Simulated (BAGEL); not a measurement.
# SiNH2ClF (SMILES N[Si](F)Cl): UHF/6-31G(d) (density fitting with qzvpp-jkfit, spherical functions)

What is the vertical ionisation energy of SiNH2ClF at UHF/6-31G* (density fitting with qzvpp-jkfit, spherical functions)? 

Program for the calculation: BAGEL 1.2.2.

**1. The molecule**

SiNH2ClF: 6 atoms, total charge 0, spin state doublet. SMILES: `N[Si](F)Cl`. The shape is that of a PBE0-D4/def2-TZVP optimisation. This is one conformer, not always the lowest.

Bond lengths: N1–Si2 1.704 Å, Si2–F3 1.597 Å, Si2–Cl4 2.056 Å, N1–H5 1.008 Å, N1–H6 1.009 Å. Angles: N1–Si2–F3 106.5°, N1–Si2–Cl4 107.7°, F3–Si2–Cl4 110.2°, Si2–N1–H5 119.8°, Si2–N1–H6 119.7°, H5–N1–H6 112.0°.

**2. A single-point energy at UHF/6-31G(d) (density fitting with qzvpp-jkfit, spherical functions)**

job.json

```json
{ "bagel": [

{
  "title": "molecule",
  "basis": "6-31gs.json",
  "df_basis": "qzvpp-jkfit",
  "angstrom": true,
  "geometry": [
    { "atom": "N", "xyz": [   -0.453500,    0.751300,    0.053100 ] },
    { "atom": "Si", "xyz": [    0.437600,   -0.601100,   -0.475800 ] },
    { "atom": "F", "xyz": [    1.950700,   -0.348100,   -0.031300 ] },
    { "atom": "Cl", "xyz": [   -0.315600,   -2.258400,    0.480800 ] },
    { "atom": "H", "xyz": [   -1.460600,    0.711500,    0.073400 ] },
    { "atom": "H", "xyz": [   -0.116400,    1.680800,   -0.146500 ] }
  ]
},
{ "title": "uhf", "nopen": 1 },
{ "title": "print", "file": "orbitals.molden", "orbitals": true }

]}
```

The basis set 6-31G* is read from a file made from the Basis Set Exchange's data (not shown).

The run is started by

```sh
BAGEL_NUM_THREADS=1 BAGEL job.json > job.out
```

What it wrote:

```text
* using 1 threads per process

  ===============================================================
  ===============================================================

  *** Geometry ***

  { "atom" : "N", "xyz" : [     -0.856991,      1.419751,      0.100344 ] },
  { "atom" : "Si", "xyz" : [      0.826944,     -1.135914,     -0.899132 ] },
  { "atom" : "F", "xyz" : [      3.686289,     -0.657814,     -0.059148 ] },
  { "atom" : "Cl", "xyz" : [     -0.596398,     -4.267757,      0.908580 ] },
  { "atom" : "H", "xyz" : [     -2.760134,      1.344540,      0.138706 ] },
  { "atom" : "H", "xyz" : [     -0.219964,      3.176252,     -0.276845 ] },

  Number of auxiliary basis functions:      446

  Since a DF basis is specified, we compute 2- and 3-index integrals:
    o Being stored without compression. Storage requirement is 0.016 GB

  Number of basis functions:       68
  Number of electrons      :       49

    * METHOD: MOLECULE                             0.19

  *** Open-shell HF ***

  === Nuclear Repulsion ===
   215.5842678658

      * DIIS with orbital gradients will be used.

  === UHF iteration (6-31gs.json) ===
      0       -903.30236058          0.04786324           0.09
      1       -903.46890049          0.02946195           0.09
      2       -903.52111396          0.01744719           0.09
      3       -903.54796887          0.00097469           0.09
      4       -903.54850154          0.00034790           0.09
      5       -903.54856581          0.00012690           0.09
      6       -903.54858173          0.00005032           0.09
      7       -903.54858478          0.00002639           0.09
      8       -903.54858597          0.00000738           0.09
      9       -903.54858617          0.00000360           0.09
     10       -903.54858621          0.00000149           0.09
     11       -903.54858622          0.00000066           0.09
     12       -903.54858622          0.00000030           0.09
     13       -903.54858622          0.00000014           0.09
     14       -903.54858622          0.00000006           0.09
     15       -903.54858622          0.00000002           0.09
     16       -903.54858622          0.00000001           0.09
     17       -903.54858622          0.00000001           0.09
    * SCF iteration converged.

    * S^2 (UHF) is 0.7551

    * Permanent dipole moment:
           (    0.616408,    -0.973228,     0.681041) a.u.

    * METHOD: UHF                                  1.74

    * METHOD: PRINT                                0.01

  ===============================================================
```

Wall time 2.1 s (1 thread of Arm Neoverse V1, shared host); peak memory 0.093 GiB.

**3. The singlet cation**

calc.json

```json
{ "bagel": [

{
  "title": "molecule",
  "basis": "6-31gs.json",
  "df_basis": "qzvpp-jkfit",
  "angstrom": true,
  "geometry": [
    { "atom": "N", "xyz": [      -0.453500,       0.751300,       0.053100 ] },
    { "atom": "Si", "xyz": [       0.437600,      -0.601100,      -0.475800 ] },
    { "atom": "F", "xyz": [       1.950700,      -0.348100,      -0.031300 ] },
    { "atom": "Cl", "xyz": [      -0.315600,      -2.258400,       0.480800 ] },
    { "atom": "H", "xyz": [      -1.460600,       0.711500,       0.073400 ] },
    { "atom": "H", "xyz": [      -0.116400,       1.680800,      -0.146500 ] }
  ]
},

{
  "title": "hf",
  "charge": 1
},

{
  "title": "print",
  "file": "orbitals.molden",
  "orbitals": true
}

]}
```

The basis set 6-31G* is read from a file made from the Basis Set Exchange's data (not shown).

The run is started by

```sh
BAGEL_NUM_THREADS=1 BAGEL calc.json > calc.out
```

What it wrote:

```text
* using 1 threads per process

  ===============================================================
  ===============================================================

  *** Geometry ***

  { "atom" : "N", "xyz" : [     -0.856991,      1.419751,      0.100344 ] },
  { "atom" : "Si", "xyz" : [      0.826944,     -1.135914,     -0.899132 ] },
  { "atom" : "F", "xyz" : [      3.686289,     -0.657814,     -0.059148 ] },
  { "atom" : "Cl", "xyz" : [     -0.596398,     -4.267757,      0.908580 ] },
  { "atom" : "H", "xyz" : [     -2.760134,      1.344540,      0.138706 ] },
  { "atom" : "H", "xyz" : [     -0.219964,      3.176252,     -0.276845 ] },

  Number of auxiliary basis functions:      446

  Since a DF basis is specified, we compute 2- and 3-index integrals:
    o Being stored without compression. Storage requirement is 0.016 GB

  Number of basis functions:       68
  Number of electrons      :       49

    * METHOD: MOLECULE                             0.19

  *** RHF ***

  === Nuclear Repulsion ===
   215.5842678658

      * DIIS with orbital gradients will be used.

  === RHF iteration (6-31gs.json) ===
      0       -902.97851028          0.02556755           0.05
      1       -903.13379786          0.01758279           0.04
      2       -903.23291262          0.00145419           0.04
      3       -903.23419888          0.00045479           0.04
      4       -903.23433333          0.00013957           0.04
      5       -903.23435582          0.00005225           0.04
      6       -903.23435993          0.00001906           0.04
      7       -903.23436056          0.00000928           0.04
      8       -903.23436067          0.00000304           0.04
      9       -903.23436069          0.00000104           0.04
     10       -903.23436069          0.00000034           0.04
     11       -903.23436069          0.00000015           0.04
     12       -903.23436069          0.00000007           0.04
     13       -903.23436069          0.00000003           0.04
     14       -903.23436069          0.00000001           0.04
     15       -903.23436069          0.00000001           0.04
    * SCF iteration converged.

    * Permanent dipole moment:
           (    0.844957,    -1.269621,     1.569594) a.u.

    * METHOD: HF                                   0.83

    * METHOD: PRINT                                0.01

  ===============================================================
```

It took 1.2 s on 1 thread of Arm Neoverse V1, shared host; peak memory 0.093 GiB.

**4. Summary of results**

At UHF/6-31G* (density fitting with qzvpp-jkfit, spherical functions):

| quantity | value |
| --- | --- |
| doublet SiNH2ClF: total energy | -903.54859 Eh |
| doublet SiNH2ClF: dipole moment | 3.40 D |
| doublet SiNH2ClF: ⟨S²⟩ | 0.755 |
| singlet cation: total energy | -903.23436 Eh |
| singlet cation: HOMO energy | -18.34 eV |
| singlet cation: LUMO energy | -7.53 eV |
| singlet cation: HOMO–LUMO gap | 10.82 eV |
| vertical ionisation energy (to the singlet cation) | 8.551 eV |

**Reading.** The vertical ionisation energy comes to 8.55 eV (197 kcal/mol). Only the singlet of the ionised species was computed; a triplet could lie lower.
